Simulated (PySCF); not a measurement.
# Cs4 (Cs4+): the cost of one run

The runs use PySCF 2.14.0; BP86, Cs def2-SVP with ECP46; scalar-relativistic core potentials, no spin–orbit coupling.

3 further runs of the same task are left out: 2 for a known fault of the program, 1 that didn't finish.

### Step 1. The system as given

4 atoms, charge 1, spin multiplicity 2.

No contacts short enough for the rule that draws bonds.

As a file:

```
Cs    3.80305   -0.33241    0.00000
Cs   -0.33240    3.80273    0.00000
Cs   -3.80450    0.33386    0.00000
Cs    0.33386   -3.80418    0.00000
```

An earlier session relaxed this geometry at BP86, Cs def2-SVP with ECP46 (doublet, point group D2h).

Its energy there is -80.662199 Eh.

### Step 2. Multiplicity 4 at the relaxed geometry

run.py (the lines that set the calculation) reads:

```python
mol = gto.M(atom='''
Cs     3.80305    -0.33241     0.00000
Cs    -0.33240     3.80273     0.00000
Cs    -3.80450     0.33386     0.00000
Cs     0.33386    -3.80418     0.00000''',
    basis={'Cs': 'def2-SVP'},
    ecp={'Cs': 'def2-SVP'},
    charge=1, spin=3)
mf = dft.UKS(mol, xc='B88,P86')
mf.grids.atom_grid = (50, 194)
mf = mf.density_fit()  # fitting sets: Cs def2-universal-JKFIT
mf.conv_tol = 1e-08; mf.max_cycle = 55
mf.kernel(dm0)  # dm0: free metal ions and neutral atoms
```

Started as:

```bash
$ OMP_NUM_THREADS=2 python run.py
```

**Question.** How long does this run take on 2 threads of Arm Neoverse V1, shared host?

About 1.5 s.
